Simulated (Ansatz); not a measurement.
# H5NOZn: the cost of one run

Method: RKS PBE0-D4/def2-SVP, in Ansatz 0.2.0.

## (1) The structure to begin with

Bond lengths: Zn1–O3 1.755 Å, Zn1–N5 2.255 Å, O3–H6 0.955 Å, N5–H7 1.016 Å, N5–H8 1.017 Å. Angles: Zn1–O3–H6 123.7°, O3–Zn1–N5 123.5°, Zn1–N5–H7 125.8°, Zn1–N5–H8 122.4°, H7–N5–H8 105.8°.

Structure file:

```xyz
8

Zn   -0.7090    0.5056   -0.5658
H     0.8469   -0.3509   -1.5211
O    -2.3272   -0.0698   -0.2065
H     1.2328   -0.4174   -0.6159
N     1.1045   -0.0281    0.6632
H    -3.0762    0.5066   -0.0697
H     1.8404    0.6127    0.9448
H     1.0877   -0.7588    1.3710
```

## (2) Pulling towards end A

Springs on the bonds that form and break draw the guess towards this end; the thresholds are loose.

Input file input.yaml:

```yaml
crystal:
  periodic: [false, false, false]
  atoms:
    - { symbol: Zn, position_ang: [-0.709, 0.5056, -0.5658] }
    - { symbol: H, position_ang: [0.8469, -0.3509, -1.5211] }
    - { symbol: O, position_ang: [-2.3272, -0.0698, -0.2065] }
    - { symbol: H, position_ang: [1.2328, -0.4174, -0.6159] }
    - { symbol: "N", position_ang: [1.1045, -0.0281, 0.6632] }
    - { symbol: H, position_ang: [-3.0762, 0.5066, -0.0697] }
    - { symbol: H, position_ang: [1.8404, 0.6127, 0.9448] }
    - { symbol: H, position_ang: [1.0877, -0.7588, 1.371] }
basis:
  gaussian: { orbitals: def2-SVP }
hamiltonian:
  xc: pbe0
  dispersion: d4
relax:
  f_tol: 0.15
  max_steps: 25
  restrain:
    - { distance: [0, 4], at: 3.23, k: 30.0 }
    - { distance: [3, 1], at: 1.92, k: 30.0 }
    - { distance: [0, 1], at: 1.53, k: 30.0 }
    - { distance: [3, 4], at: 1.02, k: 30.0 }
output:
  orbitals: {}
```

On the command line:

```
ansatz run input.yaml --threads 2 --pin off --max-ram 3072MiB --backend cpu --events-out ev --progress --plain --runs-dir out
```

**Question.** How long does this run take on 2 threads of Arm Neoverse V1, shared host, and how much memory does it need?

About 24 s, with a peak of 0.17 GiB.
